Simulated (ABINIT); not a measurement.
# HfIn4SiO6 (P312) in ABINIT: band structure with PBE

Aim: the band structure of HfIn4SiO6 with PBE.

All numbers are computed with ABINIT 10.8.3 (patched build); they aren't measurements. Logs are shortened: lines on timing, memory, paths and dates and some standing lists are left out, and cuts for length are marked. The log counts tension as positive stress, the text compression.

### 1 The structure

It takes space group P312 (No. 149, trigonal). Conventional cell: a = 5.277 Å, b = 5.277 Å, c = 10.559 Å, α = 90.00°, β = 90.00°, γ = 120.00°. Hf (site symmetry 32) has 6 O at 2.10 Å as nearest neighbours. In (site symmetry 3) is surrounded by 3 O at 2.62 Å. In (site symmetry 3) has 3 O at 2.32 Å as nearest neighbours. Si (site symmetry 32) has 6 O at 1.83 Å as nearest neighbours. Around O (site symmetry 1) lie 1 Si at 1.83 Å and 1 Hf at 2.10 Å.

The cell was built by a generator and needn't be a form met in nature.

### 2 Band structure, PBE

Input file run.abi:

```
# Datasets: ground state, then fixed potential
ndtset 2

# Pseudopotentials
pp_dirpath "./"
pseudos "Hf.GGA_PBE-ansatz_soft_1.xml, In.GGA_PBE-ansatz_soft_1.xml, Si.GGA_PBE-ansatz_soft_1.xml, O.GGA_PBE-ansatz_soft_1.xml"

# Structure
acell 3*1.0
rprim
     9.9728973419     0.0000000000     0.0000000000
    -4.9864581196     8.6367853827     0.0000000000
     0.0000000000     0.0000000000    19.9537126362
ntypat 4
znucl 72 49 14 8
natom 12
typat 1 2 2 2 2 3 4 4 4 4 4 4
xred
     0.6666700000     0.3333300000     0.0000000000
     0.0000000000     0.0000000000     0.3044600000
     0.0000000000     0.0000000000     0.6955400000
     0.3333300000     0.6666700000     0.7891900000
     0.3333300000     0.6666700000     0.2108100000
     0.0000000000     0.0000000000     0.0000000000
     0.9730000000     0.7049600000     0.8997200000
     0.2950400000     0.0270000000     0.1002800000
     0.2950400000     0.2680400000     0.8997200000
     0.7319600000     0.7049600000     0.1002800000
     0.7319600000     0.0270000000     0.8997200000
     0.9730000000     0.2680400000     0.1002800000

# Plane-wave basis
ecut 435.382180 eV
pawecutdg 32.0
pawxcdev 0
pawovlp -1

# Exchange and correlation
ixc 11

# Bands and occupations
occopt 3
tsmear 0.05 eV

# SCF cycle
nstep 100

# Output
iomode 3
prtwf 0
prteig 0
prtebands 0
enunit 1
prtden1 1
prtvha1 1
prtvclmb1 1
prtpot1 1

# Dataset 1
kptopt1 1
ngkpt1 3 3 2
nshiftk1 1
shiftk1 0.0 0.0 0.0
nband1 71
tolvrs1 1.0e-9

# Dataset 2: bands along G-M-K-G-A-L-H-A
iscf2 -2
getden2 1
nband2 77
nbdbuf2 4
tolwfr2 1.0e-11
kptopt2 -7
ndivsm2 8
prteig2 1
kptbounds2
     0.0000000000     0.0000000000     0.0000000000
     0.5000000000     0.0000000000     0.0000000000
     0.3333333333     0.3333333333     0.0000000000
     0.0000000000     0.0000000000     0.0000000000
     0.0000000000     0.0000000000     0.5000000000
     0.5000000000     0.0000000000     0.5000000000
     0.3333333333     0.3333333333     0.5000000000
     0.0000000000     0.0000000000     0.5000000000
```

Potentials or basis: Ansatz PAW PBE generated set soft_1, frozen core.

The run is started by

```console
mpirun --bind-to none -np 4 abinit run.abi > log 2>&1
```

run.abo:

```text
[... set-up lines left out ...]
 ETOT  1  -639.90174478646    -6.399E+02 1.739E+00 4.832E+01
 ETOT  2  -642.39916678924    -2.497E+00 1.427E-01 1.078E+01
 ETOT  3  -642.36819669716     3.097E-02 5.337E-02 1.830E+00
 ETOT  4  -642.36628437252     1.912E-03 3.657E-02 6.362E-01
 ETOT  5  -642.35640412564     9.880E-03 1.244E-01 8.976E-02
 ETOT  6  -642.35795618543    -1.552E-03 1.479E-02 5.690E-02
 ETOT  7  -642.35764840250     3.078E-04 1.056E-02 2.871E-02
 ETOT  8  -642.35752136228     1.270E-04 9.384E-03 1.045E-02
 ETOT  9  -642.35752922134    -7.859E-06 6.652E-03 6.575E-03
 ETOT 10  -642.35756066507    -3.144E-05 6.608E-03 3.392E-03
 ETOT 11  -642.35764632112    -8.566E-05 3.731E-03 7.005E-04
 ETOT 12  -642.35767954730    -3.323E-05 5.101E-03 4.005E-04
 ETOT 13  -642.35769758989    -1.804E-05 3.167E-03 9.805E-05
 ETOT 14  -642.35770563736    -8.047E-06 5.427E-03 1.535E-05
 ETOT 15  -642.35770683534    -1.198E-06 3.322E-03 3.958E-06
 ETOT 16  -642.35770728742    -4.521E-07 5.653E-03 8.631E-07
 ETOT 17  -642.35770738144    -9.401E-08 3.462E-03 1.924E-07
 ETOT 18  -642.35770738865    -7.216E-09 5.925E-03 7.604E-08
 ETOT 19  -642.35770739410    -5.443E-09 3.653E-03 1.182E-08
 ETOT 20  -642.35770739477    -6.705E-10 6.251E-03 4.416E-09
 ETOT 21  -642.35770739508    -3.181E-10 3.801E-03 1.288E-09
 ETOT 22  -642.35770739526    -1.706E-10 6.353E-03 2.690E-10

 At SCF step   22       nres2   =  2.69E-10 < tolvrs=  1.00E-09 =>converged.

 Cartesian components of stress tensor (hartree/bohr^3)
  sigma(1 1)=  1.09705706E-05  sigma(3 2)= -3.42037094E-09
  sigma(2 2)=  1.09785385E-05  sigma(3 1)= -1.97474767E-09
  sigma(3 3)=  3.68353098E-06  sigma(2 1)=  6.90033356E-09

--- !ResultsGS
iteration_state: {dtset: 1, }
comment   : Summary of ground state results
lattice_vectors:
- [  9.9729010,   0.0000063,   0.0000000, ]
- [ -4.9864618,   8.6367791,   0.0000000, ]
- [  0.0000000,   0.0000000,  19.9537126, ]
lattice_lengths: [   9.97290,    9.97290,   19.95371, ]
lattice_angles: [ 90.000,  90.000, 120.000, ] # degrees, (23, 13, 12)
lattice_volume:   1.7186886E+03
convergence: {deltae: -1.706E-10, res2:  2.690E-10, residm:  6.353E-03, diffor: null, }
etotal    :  -6.42357707E+02
entropy   :   0.00000000E+00
fermie    :   1.15155639E-01
cartesian_stress_tensor: # hartree/bohr^3
- [  1.09705706E-05,   6.90033356E-09,  -1.97474767E-09, ]
- [  6.90033356E-09,   1.09785385E-05,  -3.42037094E-09, ]
- [ -1.97474767E-09,  -3.42037094E-09,   3.68353098E-06, ]
pressure_GPa:  -2.5138E-01
xred      :
- [  6.6667E-01,   3.3333E-01,   0.0000E+00, Hf]
- [  0.0000E+00,   0.0000E+00,   3.0446E-01, In]
- [  0.0000E+00,   0.0000E+00,   6.9554E-01, In]
- [  3.3333E-01,   6.6667E-01,   7.8919E-01, In]
- [  3.3333E-01,   6.6667E-01,   2.1081E-01, In]
- [  0.0000E+00,   0.0000E+00,   0.0000E+00, Si]
- [  9.7300E-01,   7.0496E-01,   8.9972E-01,  O]
- [  2.9504E-01,   2.7000E-02,   1.0028E-01,  O]
- [  2.9504E-01,   2.6804E-01,   8.9972E-01,  O]
- [  7.3196E-01,   7.0496E-01,   1.0028E-01,  O]
- [  7.3196E-01,   2.7000E-02,   8.9972E-01,  O]
- [  9.7300E-01,   2.6804E-01,   1.0028E-01,  O]
cartesian_forces: # hartree/bohr
- [ -1.19592009E-05,   6.90463244E-06,  -0.00000000E+00, ]
- [ -7.26053586E-07,  -1.43937404E-07,   2.67576246E-04, ]
- [ -2.38374701E-07,   7.00749091E-07,  -2.67576246E-04, ]
- [  2.46680589E-06,  -2.18958399E-06,   3.47575713E-04, ]
- [  3.12964032E-06,  -1.04151852E-06,  -3.47575713E-04, ]
- [  2.34670410E-06,  -1.35486721E-06,  -0.00000000E+00, ]
- [  2.15246493E-04,   6.10586555E-05,  -2.19513685E-04, ]
- [  5.47453194E-05,  -2.16938152E-04,   2.19513685E-04, ]
- [ -1.60883135E-04,   1.55117140E-04,  -2.19805714E-04, ]
- [ -2.14777071E-04,   6.17698964E-05,   2.19805714E-04, ]
- [ -5.27008237E-05,  -2.19047165E-04,  -2.21645528E-04, ]
- [  1.63349697E-04,   1.55164151E-04,   2.21645528E-04, ]
force_length_stats: {min:   2.70973897E-06, max:   3.47591363E-04, mean:   2.61063321E-04, }
...

 Integrated electronic density in atomic spheres:
 ------------------------------------------------
 Atom  Sphere_radius  Integrated_density
    1        2.63806         24.33953301
    2        2.63806         11.28134484
    3        2.63806         11.28134484
    4        2.63806         11.37720970
    5        2.63806         11.37720970
[... 2826 lines left out ...]
- [  2.9504E-01,   2.6804E-01,   8.9972E-01,  O]
- [  7.3196E-01,   7.0496E-01,   1.0028E-01,  O]
- [  7.3196E-01,   2.7000E-02,   8.9972E-01,  O]
- [  9.7300E-01,   2.6804E-01,   1.0028E-01,  O]
cartesian_forces: null
force_length_stats: {min: null, max: null, mean: null, }
...

 Integrated electronic density in atomic spheres:
 ------------------------------------------------
 Atom  Sphere_radius  Integrated_density
    1        2.63806         24.33953301
    2        2.63806         11.28134484
    3        2.63806         11.28134484
    4        2.63806         11.37720970
    5        2.63806         11.37720970
    6        2.63806          5.66146820
    7        1.79524          5.78498726
    8        1.79524          5.78498726
    9        1.79524          5.78497577
   10        1.79524          5.78497577
   11        1.79524          5.78499329
   12        1.79524          5.78499329

================================================================================

 ----iterations are completed or convergence reached----

 Mean square residual over all n,k,spin=   61.692E-13; max=  99.973E-13
 reduced coordinates (array xred) for   12 atoms
       0.666670000000      0.333330000000      0.000000000000
       0.000000000000      0.000000000000      0.304460000000
       0.000000000000      0.000000000000      0.695540000000
       0.333330000000      0.666670000000      0.789190000000
       0.333330000000      0.666670000000      0.210810000000
       0.000000000000      0.000000000000      0.000000000000
       0.973000000000      0.704960000000      0.899720000000
       0.295040000000      0.027000000000      0.100280000000
       0.295040000000      0.268040000000      0.899720000000
       0.731960000000      0.704960000000      0.100280000000
       0.731960000000      0.027000000000      0.899720000000
       0.973000000000      0.268040000000      0.100280000000

 cartesian coordinates (angstrom) at end:
    1      2.63874035958818     1.52344920769519     0.00000000000000
    2      0.00000000000000     0.00000000000000     3.21480836081425
    3      0.00000000000000     0.00000000000000     7.34424163200664
    4     -0.00003036138427     3.04694078918919     8.33309666383431
    5     -0.00003036138427     3.04694078918919     2.22595332898657
    6      0.00000000000000     0.00000000000000     0.00000000000000
    7      3.27474785190855     3.22194302478607     9.50018845954081
    8      1.48580802152623     0.12340142249834     1.05886153328008
    9      0.84977048973218     1.22504742467582     9.50018845954081
   10      2.00267566214743     3.22194222211455     1.05886153328008
   11      3.79162357558542     0.12340287745704     9.50018845954081
   12      4.42765823355249     1.22504968230605     1.05886153328008
 length scales=  9.972900975078  9.972900975078 19.953712636200 bohr
              =  5.277431919023  5.277431919023 10.559049992821 angstroms
 Eigenvalues (   eV  ) for nkpt= 109  k points:
 kpt#   1, nband= 77, wtk=  1.00000, kpt=  0.0000  0.0000  0.0000 (reduced coord)
 -59.58227  -28.38360  -28.37769  -28.37768  -17.81730  -16.12842  -16.12835  -16.09835
 -15.46576  -15.46564  -11.78117  -11.78116  -11.77860  -11.77860  -11.69127  -11.69126
 -11.68922  -11.67955  -11.67955  -11.66328  -11.45553  -11.45553  -11.45293  -11.45293
 -11.45217  -11.42562  -11.40843  -11.40843  -11.36890  -11.36890   -9.42812   -9.42018
  -9.42018   -9.38518   -9.38399   -9.38050   -9.38049   -6.28209   -4.35057   -3.97440
  -3.97435   -3.83976   -3.35358   -2.56729   -2.56729   -1.92429   -1.78176   -1.78175
  -1.39603   -0.97697   -0.97688   -0.54110   -0.32451   -0.32449    0.22659    0.22660
   0.67970    2.20478    3.12236    4.83827    4.94055    4.94060    5.12279    5.12286
   5.38821    6.61254    6.61260    7.10249    7.18619    7.48766    7.48767    7.82185
   7.82187    8.62334    8.87129    9.48984   10.31046
 kpt#   2, nband= 77, wtk=  1.00000, kpt=  0.0278  0.0000  0.0000 (reduced coord)
 -59.58227  -28.38359  -28.37776  -28.37770  -17.81494  -16.13642  -16.12954  -16.09002
 -15.46749  -15.46576  -11.78131  -11.78116  -11.77874  -11.77855  -11.69148  -11.69116
 -11.68909  -11.67954  -11.67943  -11.66333  -11.45730  -11.45574  -11.45314  -11.45311
 -11.45021  -11.42552  -11.40851  -11.40807  -11.36923  -11.36891   -9.42810   -9.42022
  -9.42018   -9.38523   -9.38401   -9.38062   -9.38041   -6.27880   -4.35010   -3.98772
[... 1168 lines left out ...]
   0.22812    2.76253    2.76855    4.82084    4.82255    5.20532    5.24107    5.49851
   5.50482    5.88728    6.57979    6.58307    7.31287    7.42197    7.43310    7.92999
   7.95486    8.79241    8.91461    9.97551   10.66234
 kpt# 109, nband= 77, wtk=  1.00000, kpt=  0.0000  0.0000  0.5000 (reduced coord)
 -59.58227  -28.38361  -28.37769  -28.37768  -17.81728  -16.12842  -16.12834  -16.09844
 -15.46577  -15.46566  -11.78050  -11.78050  -11.77922  -11.77922  -11.68734  -11.68734
 -11.68378  -11.68356  -11.68356  -11.66852  -11.45529  -11.45529  -11.45317  -11.45317
 -11.45183  -11.42612  -11.40847  -11.40847  -11.36885  -11.36885   -9.42813   -9.42019
  -9.42018   -9.38519   -9.38398   -9.38051   -9.38050   -6.27768   -4.31028   -3.97449
  -3.97444   -3.89194   -3.43317   -2.56732   -2.56732   -1.92203   -1.78152   -1.78151
  -0.97715   -0.97706   -0.95993   -0.61475   -0.32407   -0.32405    0.13526    0.22673
   0.22674    2.77450    2.78016    4.83407    4.83415    5.25010    5.25018    5.46224
   5.48028    5.85923    6.57989    6.57994    7.32813    7.42035    7.42047    7.93775
   7.93786    8.79384    8.87690    9.95264   10.74967

== END DATASET(S) ==============================================================
================================================================================

 -outvars: echo values of variables after computation  --------
            acell      9.9729009751E+00  9.9729009751E+00  1.9953712636E+01 Bohr
           etotal1    -6.4235770740E+02
            fcart1    -1.1959200915E-05  6.9046324379E-06 -0.0000000000E+00
                      -7.2605358600E-07 -1.4393740396E-07  2.6757624559E-04
                      -2.3837470080E-07  7.0074909063E-07 -2.6757624559E-04
                       2.4668058896E-06 -2.1895839858E-06  3.4757571303E-04
                       3.1296403159E-06 -1.0415185168E-06 -3.4757571303E-04
                       2.3467040975E-06 -1.3548672147E-06 -0.0000000000E+00
                       2.1524649261E-04  6.1058655467E-05 -2.1951368546E-04
                       5.4745319396E-05 -2.1693815246E-04  2.1951368546E-04
                      -1.6088313525E-04  1.5511714027E-04 -2.1980571388E-04
                      -2.1477707120E-04  6.1769896370E-05  2.1980571388E-04
                      -5.2700823747E-05 -2.1904716470E-04 -2.2164552753E-04
                       1.6334969709E-04  1.5516415065E-04  2.2164552753E-04
            rprim      1.0000000000E+00  6.3099526607E-07  0.0000000000E+00
                      -5.0000112958E-01  8.6602475162E-01  0.0000000000E+00
                       0.0000000000E+00  0.0000000000E+00  1.0000000000E+00
           strten1     1.0970570650E-05  1.0978538504E-05  3.6835309825E-06
                      -3.4203709431E-09 -1.9747476717E-09  6.9003335585E-09
           xangst      2.6387403596E+00  1.5234492077E+00  0.0000000000E+00
                       0.0000000000E+00  0.0000000000E+00  3.2148083608E+00
                       0.0000000000E+00  0.0000000000E+00  7.3442416320E+00
                      -3.0361384272E-05  3.0469407892E+00  8.3330966638E+00
                      -3.0361384272E-05  3.0469407892E+00  2.2259533290E+00
                       0.0000000000E+00  0.0000000000E+00  0.0000000000E+00
                       3.2747478519E+00  3.2219430248E+00  9.5001884595E+00
                       1.4858080215E+00  1.2340142250E-01  1.0588615333E+00
                       8.4977048973E-01  1.2250474247E+00  9.5001884595E+00
                       2.0026756621E+00  3.2219422221E+00  1.0588615333E+00
                       3.7916235756E+00  1.2340287746E-01  9.5001884595E+00
                       4.4276582336E+00  1.2250496823E+00  1.0588615333E+00
             xred      6.6667000000E-01  3.3333000000E-01  0.0000000000E+00
                       0.0000000000E+00  0.0000000000E+00  3.0446000000E-01
                       0.0000000000E+00  0.0000000000E+00  6.9554000000E-01
                       3.3333000000E-01  6.6667000000E-01  7.8919000000E-01
                       3.3333000000E-01  6.6667000000E-01  2.1081000000E-01
                       0.0000000000E+00  0.0000000000E+00  0.0000000000E+00
                       9.7300000000E-01  7.0496000000E-01  8.9972000000E-01
                       2.9504000000E-01  2.7000000000E-02  1.0028000000E-01
                       2.9504000000E-01  2.6804000000E-01  8.9972000000E-01
                       7.3196000000E-01  7.0496000000E-01  1.0028000000E-01
                       7.3196000000E-01  2.7000000000E-02  8.9972000000E-01
                       9.7300000000E-01  2.6804000000E-01  1.0028000000E-01
 Calculation completed.
```

It took 31 min on 4 MPI ranks of AMD EPYC 7R43 (Zen 3), shared host; peak memory 1.6 GiB.

Results:

```yaml
Free_energy: -17479.4437 eV
Pressure: -0.3 GPa
Largest_force: 0.018 eV/Å
Band_gap_on_the_k_mesh: 0.09 eV, indirect (least direct gap 1.72 eV)
Band_gap_along_the_path: 0.09 eV, indirect (least direct gap 1.53 eV)
```

Forces in eV/Å, atoms in the order of the input:
```
Hf  -0.001  0.000  0.000
In   0.000  0.000  0.014
In   0.000  0.000 -0.014
In   0.000  0.000  0.018
In   0.000  0.000 -0.018
Si   0.000  0.000  0.000
O    0.011  0.003 -0.011
O    0.003 -0.011  0.011
O   -0.008  0.008 -0.011
O   -0.011  0.003  0.011
O   -0.003 -0.011 -0.011
O    0.008  0.008  0.011
```

Stress tensor (GPa, compression positive):
```
-0.32  0.00  0.00
 0.00 -0.32  0.00
 0.00  0.00 -0.11
```

Levels at the corners of the path, in eV from the valence-band top:
| point | band 55 | band 56 | band 57 | band 58 | band 59 | band 60 | band 61 | band 62 | band 63 | band 64 |
| --- | --- | --- | --- | --- | --- | --- | --- | --- | --- | --- |
| Γ | -2.90 | -2.90 | -2.44 | -0.92 | 0.00 | 1.72 | 1.82 | 1.82 | 2.00 | 2.00 |
| M | -3.00 | -2.97 | -2.50 | -2.08 | -1.76 | 1.08 | 1.09 | 1.50 | 2.11 | 2.51 |
| K | -3.19 | -2.94 | -2.56 | -2.27 | -1.78 | 0.09 | 0.62 | 2.23 | 2.44 | 2.70 |
| Γ | -2.90 | -2.90 | -2.44 | -0.92 | 0.00 | 1.72 | 1.82 | 1.82 | 2.00 | 2.00 |
| A | -2.99 | -2.90 | -2.90 | -0.35 | -0.34 | 1.71 | 1.71 | 2.13 | 2.13 | 2.34 |
| L | -2.98 | -2.90 | -2.88 | -2.05 | -1.89 | 0.91 | 1.38 | 1.52 | 2.10 | 2.41 |
| H | -2.95 | -2.79 | -2.71 | -2.62 | -1.73 | 0.15 | 0.56 | 2.31 | 2.64 | 2.68 |
| A | -2.99 | -2.90 | -2.90 | -0.35 | -0.34 | 1.71 | 1.71 | 2.13 | 2.13 | 2.34 |

Caveat: the k mesh is coarse (spacing up to 0.46 Å⁻¹), so the values aren't converged; the atomic spheres overlap; spin-orbit coupling is left out, which moves the levels of the heavy elements. A hybrid or GW would open this gap; PBE tends to underestimate it.
